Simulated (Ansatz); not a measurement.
# C10H22O: the cost of one run

Method: the settings change from run to run; program: Ansatz 0.2.0, Gaussian basis.

### 1 The molecule

An earlier PBE0-D4/def2-SVP relaxation fixed the geometry.

SMILES `CCCCCCCCCCO`, 33 atoms, charge 0, spin multiplicity 1.

Atoms are counted from 1 here; the program's logs count them from 0.

Bond lengths: C1–C2 1.520 Å, C1–H12 1.102 Å, C1–H13 1.102 Å, C1–H14 1.101 Å, C2–C3 1.523 Å, C2–H15 1.105 Å, C2–H16 1.105 Å, C3–C4 1.522 Å, C3–H17 1.106 Å, C3–H18 1.106 Å, C4–C5 1.523 Å, C4–H19 1.106 Å, C4–H20 1.104 Å, C5–C6 1.526 Å, C5–H21 1.106 Å, C5–H22 1.104 Å, C6–C7 1.524 Å, C6–H23 1.106 Å and more. Angles: C2–C1–H12 111.3°, C2–C1–H13 111.3°, C2–C1–H14 111.7°, H12–C1–H13 107.2°, H12–C1–H14 107.5°, H13–C1–H14 107.5°, C1–C2–C3 113.5°, C1–C2–H15 109.6°, C1–C2–H16 109.6°, C3–C2–H15 109.1°, C3–C2–H16 109.1°, H15–C2–H16 105.6°, C2–C3–C4 113.8°, C2–C3–H17 109.3°, C2–C3–H18 109.3°, C4–C3–H17 109.3°, C4–C3–H18 109.3°, H17–C3–H18 105.5° and more.

### 2 HSE06/6-31G

Set apart from the defaults: atoms shaken by 0.15 Å.

in.yaml reads:

```yaml
crystal:
  periodic: [false, false, false]
  atoms:
    - {symbol: C, position_ang: [5.544500, -0.104236, 0.481764]}
    - {symbol: C, position_ang: [4.158820, -0.137276, 1.016802]}
    - {symbol: C, position_ang: [3.148634, -0.288786, -0.411299]}
    - {symbol: C, position_ang: [1.509159, -0.439799, -0.012203]}
    - {symbol: C, position_ang: [0.619642, -0.272822, -1.045890]}
    - {symbol: C, position_ang: [-0.383759, -0.444194, -0.496655]}
    - {symbol: C, position_ang: [-1.404702, 0.536427, 0.440103]}
    - {symbol: C, position_ang: [-2.629810, 0.643917, 0.487992]}
    - {symbol: C, position_ang: [-3.493913, 0.677288, -0.362622]}
    - {symbol: C, position_ang: [-5.246324, 0.589488, -0.363441]}
    - {symbol: O, position_ang: [-5.527395, -0.819993, 0.363781]}
    - {symbol: H, position_ang: [5.771897, 0.996373, 0.058787]}
    - {symbol: H, position_ang: [5.794208, -0.847249, -0.145339]}
    - {symbol: H, position_ang: [6.508647, -0.240498, 1.407280]}
    - {symbol: H, position_ang: [4.248312, -1.267463, 1.326706]}
    - {symbol: H, position_ang: [4.239633, 0.159673, 1.492379]}
    - {symbol: H, position_ang: [3.101849, 0.729765, -0.845142]}
    - {symbol: H, position_ang: [3.336348, -0.864766, -1.118639]}
    - {symbol: H, position_ang: [1.549242, -1.391286, 0.490891]}
    - {symbol: H, position_ang: [1.510166, 0.654910, 1.461307]}
    - {symbol: H, position_ang: [1.024731, 0.805627, -1.651985]}
    - {symbol: H, position_ang: [1.246366, -0.944115, -1.876896]}
    - {symbol: H, position_ang: [-0.889704, -1.670116, -0.142315]}
    - {symbol: H, position_ang: [-1.246443, -0.485316, -1.697543]}
    - {symbol: H, position_ang: [-0.645208, 0.382035, 1.402354]}
    - {symbol: H, position_ang: [-1.358486, 1.482656, -0.446484]}
    - {symbol: H, position_ang: [-3.194064, 1.079376, 1.407008]}
    - {symbol: H, position_ang: [-2.832630, -0.651716, 1.082138]}
    - {symbol: H, position_ang: [-3.462341, 1.398046, -0.875002]}
    - {symbol: H, position_ang: [-3.606108, -0.248384, -0.917401]}
    - {symbol: H, position_ang: [-6.069183, 0.719412, -0.998595]}
    - {symbol: H, position_ang: [-5.304370, 0.779917, 0.853781]}
    - {symbol: H, position_ang: [-5.013215, -0.856583, 1.198787]}
basis:
  gaussian: {orbitals: 6-31G}
hamiltonian: {xc: {name: HSE06}}
scf: {omitted_lower_state_checks: [starts]}
output: {forces: true}
```

Launch:

```sh
$ ansatz run in.yaml --threads 4 --pin off --events-out ev --progress --plain --max-ram 6963MiB
```

Q: Estimate wall time and peak memory on 4 threads of Arm Neoverse V2, shared host.

About 5 s, with a peak of 0.57 GiB.
